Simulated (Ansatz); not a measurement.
Task: a comparison of dispersion corrections of C2H4F2OSi, SMILES O=CC(F)(F)[SiH3], with Ansatz 0.2.0 through its Python package. Give the script and its output. Level of theory (for the species named): PBE0, def2-SVP basis, multiplicity 1, D3BJ dispersion.

The script reads `c2h4f2osi.xyz`:
```text
10

O     1.82450   -0.44230    1.52890
C     0.96570   -0.94540    0.76610
C     0.36850   -0.33310   -0.50870
F    -0.02610   -1.31380   -1.30140
F     1.37620    0.26210   -1.25900
Si   -0.95010    0.90020   -0.15820
H     0.59220   -1.93580    1.02520
H    -1.99880    0.27340    0.64110
H    -1.58380    1.40730   -1.36390
H    -0.48510    2.07630    0.63270
```

`c2h4f2osi.py`:
```python
"""Size of D3 and D4 in C2H4F2OSi."""

from dataclasses import dataclass

import ansatz as az


@dataclass
class Settings:
    basis: str = "def2-SVP"


settings = Settings()


def main() -> None:
    c2h4f2osi = az.Crystal.molecule_from_extxyz("c2h4f2osi.xyz")

    calculation = c2h4f2osi.calculation().basis(gaussian=settings.basis)
    for name in ["pbe0", "blyp"]:
        for correction in ("d3bj", "d4"):
            summary = calculation.functional(name, dispersion=correction).run(threads=1, pin="off").report
            print(f"{name:8s} {correction:5s} total {summary['free_energy_ev']:.5f} eV, of which dispersion {1000 * summary['dispersion']['energy']['ev']:.2f} meV")


if __name__ == "__main__":
    main()
```

```console
$ python c2h4f2osi.py
pbe0     d3bj  total -17473.06372 eV, of which dispersion -176.00 meV
pbe0     d4    total -17473.06186 eV, of which dispersion -174.14 meV
blyp     d3bj  total -17484.71113 eV, of which dispersion -434.96 meV
blyp     d4    total -17484.73586 eV, of which dispersion -459.69 meV
```

Total energies depend on the basis set; only differences at equal settings carry meaning. The geometry is a force-field or estimated start, not a minimum of this method, and the basis set is short of its limit. D4 holds the three-body term, and d3bj doesn't. Run time: 14 s on 1 thread of Arm Neoverse V1, with other jobs on the host, peak memory 0.26 GiB.
